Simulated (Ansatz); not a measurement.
**[GaFH3]- (GaH₃F−): structure and electronic state**

Aim: characterise [GaFH3]- (GaH₃F−) as a singlet: its structure, frontier levels and distribution of charge.

The runs use Ansatz 0.2.0, Gaussian basis; RKS PBE0-D4/def2-TZVPD.

Plan: relaxation at r2SCAN-D4/def2-TZVPD; a single point at PBE0-D4/def2-TZVPD.

### Step 1. The starting structure

5 atoms, charge -1, spin multiplicity 1.

Atoms are counted from 1 here; the program's logs count them from 0.

Bond lengths: Ga1–F2 1.780 Å, Ga1–H3 1.555 Å, Ga1–H4 1.553 Å, Ga1–H5 1.555 Å. Angles: F2–Ga1–H3 106.3°, F2–Ga1–H4 106.5°, F2–Ga1–H5 106.5°, H3–Ga1–H4 112.2°, H3–Ga1–H5 112.4°, H4–Ga1–H5 112.4°.

Coordinates:

```
Ga   -0.0016    0.0009   -0.0921
F     0.0121   -0.0189    1.6874
H     1.4870    0.0117   -0.5401
H    -0.7517    1.2942   -0.5142
H    -0.7458   -1.2880   -0.5411
```

The ion is computed in the gas phase, without counter-ions or solvent.

The start is a GFN2-xTB geometry.

### Step 2. Optimising with r2SCAN-D4/def2-TZVPD

Input file in.yaml:

```yaml
crystal:
  periodic: [false, false, false]
  atoms:
    - {symbol: Ga, position_ang: [-0.001630, 0.000950, -0.092090]}
    - {symbol: F, position_ang: [0.012090, -0.018880, 1.687450]}
    - {symbol: H, position_ang: [1.487040, 0.011700, -0.540050]}
    - {symbol: H, position_ang: [-0.751680, 1.294240, -0.514180]}
    - {symbol: H, position_ang: [-0.745820, -1.288010, -0.541120]}
basis:
  gaussian: {orbitals: def2-TZVPD}
total_charge: -1
hamiltonian: {xc: r2scan, dispersion: d4}
scf: {lower_state_search: "off"}
output: {orbitals: {seedname: orbitals}}
relax: {f_tol: 0.02, max_steps: 100}
```

The run is started by

```console
$ ansatz run in.yaml --threads 4 --pin off --events-out ev --progress --plain --max-ram 3916MiB
```

Further steps of the session: Single point, PBE0-D4/def2-TZVPD.

Q: Predict the results of all the runs planned. Wanted: point group; F–Ga bond; HOMO, LUMO at PBE0-D4/def2-TZVPD.

**Answer**, as computed:

| quantity | value |
| --- | --- |
| point group | C3v |
| F–Ga bond | 1.850 Å |
| HOMO, LUMO at PBE0-D4/def2-TZVPD | -2.40, 4.44 eV |

In words: The molecule keeps its bonding pattern by the stored test; the atoms moved 0.05 Å (rms). No usable vibrations, so a minimum isn't proven.
